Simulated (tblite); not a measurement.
# C5H14NPSi: the cost of one run

The runs use tblite 0.8.0 and PySCF 2.14.0, with density-fitted response routines of our own; the level of theory stands in each step. All values are computed, except where a source is named. Atoms count from 0, in the outputs and in this text.

## 1. Starting geometry

22 atoms, charge 0, multiplicity 1; geometry from: force field or distance geometry start.

Bonds of the start (Å): C0–C1 1.51, C1–N2 1.45, N2–C3 1.43, N2–P4 1.78, P4–C5 1.85, C5–C6 1.52, C6–Si7 1.87, C6–P4 1.83, C0–H8 1.13, C0–H9 1.11, C0–H10 1.12, C1–H11 1.12, C1–H12 1.11, C3–H13 1.12, C3–H14 1.11, C3–H15 1.13, C5–H16 1.11, C5–H17 1.10, C6–H18 1.13, Si7–H19 1.46, Si7–H20 1.48, Si7–H21 1.47.

## 2. Geometry optimisation with GFN2-xTB

The job: settings as JSON, then the geometry in Å.

```
{"job": {"kind": "relax", "xc": "GFN2-xTB", "basis": "xTB"}, "charge": 0, "multiplicity": 1}
C     -3.308700     0.618700    -0.042600
C     -1.832500     0.945600    -0.073600
N     -1.116200    -0.220600    -0.566700
C     -1.186000    -1.326000     0.343700
P      0.547200     0.136000    -1.080100
C      1.719500    -1.160300    -0.462800
C      1.909000     0.225500     0.141900
Si     3.594700     0.906300    -0.283800
H     -3.643700     0.382200     1.012000
H     -3.583400    -0.226200    -0.706700
H     -3.941900     1.492200    -0.335700
H     -1.512600     1.223200     0.958000
H     -1.733900     1.804800    -0.771500
H     -0.974000    -2.277600    -0.208100
H     -2.150500    -1.393400     0.888600
H     -0.418800    -1.137800     1.144800
H      1.359700    -1.892400     0.289000
H      2.470600    -1.546500    -1.160200
H      1.560900     0.405100     1.198700
H      3.877600     0.846200    -1.711200
H      4.546300    -0.033700     0.351400
H      3.806500     2.248000     0.272500
```

Command:

```
$ OMP_NUM_THREADS=1 python probes_run.py task.json out
```

One launch serves the whole session: the jobs run in the order shown.

**Question.** How long does this first job take on 1 thread of Arm Neoverse N1, shared host, and how much memory does it need?

About 3 s, with a peak of 0.18 GiB.
